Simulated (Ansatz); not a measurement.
A run of Ansatz 0.2.0 is set up as follows.

input.yaml

```yaml
crystal:
  lattice:
    - [6.48991, -6.67692, -0.04765]
    - [6.48991, 6.67692, -0.04765]
    - [-1.96739, 0.0, 5.7522]
  atoms:
    - { symbol: Ba, position: [0.47917, 0.52083, 0.0] }
    - { symbol: Ba, position: [0.79264, 0.20736, 0.0] }
    - { symbol: V, position: [0.65694, 0.94605, 0.25735], spin: 2.0 }
    - { symbol: V, position: [0.05395, 0.34306, 0.74265], spin: 2.0 }
    - { symbol: V, position: [0.57442, 0.42558, 0.5], spin: 2.0 }
    - { symbol: Tl, position: [0.49835, 0.85629, 0.63726] }
    - { symbol: Tl, position: [0.14371, 0.50165, 0.36274] }
    - { symbol: Tl, position: [0.01508, 0.98492, 0.5] }
    - { symbol: Tl, position: [0.30964, 0.12677, 0.21892] }
    - { symbol: Tl, position: [0.87323, 0.69036, 0.78108] }
    - { symbol: O, position: [0.0039, 0.26325, 0.44275] }
    - { symbol: O, position: [0.59719, 0.60676, 0.67706] }
    - { symbol: O, position: [0.91333, 0.4282, 0.84635] }
    - { symbol: O, position: [0.52536, 0.79943, 0.20594] }
    - { symbol: O, position: [0.68766, 0.41628, 0.31356] }
    - { symbol: O, position: [0.09251, 0.20316, 0.88601] }
    - { symbol: O, position: [0.58372, 0.31234, 0.68644] }
    - { symbol: O, position: [0.79684, 0.90749, 0.11399] }
    - { symbol: O, position: [0.5718, 0.08667, 0.15365] }
    - { symbol: O, position: [0.20057, 0.47464, 0.79406] }
    - { symbol: O, position: [0.73675, 0.9961, 0.55725] }
    - { symbol: O, position: [0.39324, 0.40281, 0.32294] }
kpoints:
  mp_grid: { grid: [3, 3, 5] }
scf:
  occupations: { method: fermi_dirac, width: 0.05 }
hamiltonian:
  xc: pbe
  pseudopotentials: { kind: all_electron, lapw: { basis_error: 0.003 } }
magnetization:
  spin_polarized: true
output:
  forces: true
  stress: true
  eigenvalues: true
  populations: true
```

Potentials or basis: all-electron LAPW, scalar-relativistic.

Launch:

```bash
$ ansatz run input.yaml --threads 8 --pin off --max-ram 24576MiB --backend cpu --events-out ev --progress --plain --runs-dir out
```

**Question.** Predict the net moment.

**Answer.** 0.00 μB per cell.

**Question.** What does it give for the largest force?

**Answer.** 0.006 eV/Å.

**Question.** Predict the band gap on the k mesh.

**Answer.** 2.90 eV, indirect (least direct gap 2.95 eV).

Forces in eV/Å, atoms in the order of the input:
```
Ba   0.000  0.005  0.000
Ba   0.000 -0.006  0.000
V   -0.002  0.001 -0.001
V    0.002  0.001  0.001
V    0.000  0.000  0.000
Tl   0.002  0.002  0.001
Tl  -0.002  0.002 -0.001
Tl   0.000  0.003  0.000
Tl  -0.002 -0.004 -0.002
Tl   0.002 -0.004  0.002
O   -0.001  0.001  0.000
O   -0.001 -0.001  0.000
O   -0.001  0.003 -0.001
O   -0.006 -0.001  0.000
O    0.000 -0.002 -0.002
O   -0.003  0.000  0.002
O    0.000 -0.002  0.002
O    0.003  0.000 -0.002
O    0.001  0.003  0.001
O    0.006 -0.001  0.000
O    0.001  0.001  0.000
O    0.001 -0.001  0.000
```

Caveat: spin-orbit coupling is left out, which as a rule narrows the gap of such compounds by several tenths of an eV; an odd mesh through Γ misses points on the zone boundary, where band edges often lie; the starting moments weren't kept.
